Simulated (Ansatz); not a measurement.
# C2HNaO: the cost of one run

Program: Ansatz 0.2.0. Level of theory: RKS PBE0/6-31G*. These are calculated values, not measurements.

## Step 1: The starting structure

Bond lengths: C1–C2 1.210 Å, C2–O3 1.254 Å, O3–Na4 1.866 Å, C1–H5 1.046 Å. Angles: C1–C2–O3 174.8°, C2–C1–H5 166.5°, C2–O3–Na4 160.1°.

Coordinates:

```xyz
5

C     0.4790    1.2671    0.1975
C     0.1472    0.1068    0.1161
O    -0.2678   -1.0648   -0.0510
Na   -1.2758   -2.4938   -0.7031
H     0.9173    2.1847    0.4405
```

## Step 2: End point A

The input, input.yaml:

```yaml
crystal:
  periodic: [false, false, false]
  atoms:
    - { symbol: C, position_ang: [0.47901, 1.26715, 0.19754] }
    - { symbol: C, position_ang: [0.14723, 0.10676, 0.11607] }
    - { symbol: O, position_ang: [-0.26779, -1.0648, -0.05104] }
    - { symbol: Na, position_ang: [-1.2758, -2.49381, -0.70311] }
    - { symbol: H, position_ang: [0.91735, 2.18471, 0.44054] }
basis:
  gaussian: { orbitals: "6-31G*" }
hamiltonian:
  xc: pbe0
relax:
  f_tol: 0.02
  max_steps: 50
```

The run is started by

```sh
$ ansatz run input.yaml --threads 1 --pin off --max-ram 2048MiB --backend cpu --events-out ev --progress --plain --runs-dir out
```

What time and memory should one allow on 1 thread of an Arm CPU, shared host?

About 24 s, with a peak of 0.14 GiB.
